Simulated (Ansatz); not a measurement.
Crystal: InAg.

```
In Ag
1.0
     3.46479    0.00000    0.00000
     0.00000    3.46479    0.00000
     0.00000    0.00000    3.46479
In Ag
1 1
Direct
  0.50000 0.50000 0.50000
  0.00000 0.00000 0.00000
```

The cell comes from a database or a generator and needn't be the stable form of this composition.

* Program: Ansatz 0.2.0
* Task: relaxation of cell and atoms
* Functional: PBE
* Potentials or basis: all-electron LAPW, scalar-relativistic
* Basis error allowed: 0.001 eV/atom
* k mesh: 8 × 8 × 8
* Occupations: fermi-dirac, width 0.05 eV
* Spin: no spin polarisation

At the start: volume 20.80 Å³/atom.

Problem. Where does the relaxation end?

Solution. Over 5 steps the energy falls by 5.2 meV/atom and the volume is 21.58 Å³/atom (+3.8 %); space group Pm-3m (No. 221, to 0.05 Å).

The path:
| step | energy change (eV) | largest force (eV/Å) | volume (Å³) |
| --- | --- | --- | --- |
| 1 | 0.0000 | 0.0000 | 41.59 |
| 2 | -0.0094 | 0.0000 | 43.65 |
| 3 | -0.0103 | 0.0000 | 43.20 |
| 4 | -0.0103 | 0.0000 | 43.16 |
| 5 | -0.0103 | 0.0000 | 43.16 |

Final structure:
```xyz
2
Lattice="3.5077 0.0000 0.0000 0.0000 3.5077 0.0000 0.0000 0.0000 3.5077" Properties=species:S:1:pos:R:3 pbc="T T T"
In    1.7539    1.7539    1.7539
Ag    0.0000    0.0000    0.0000
```
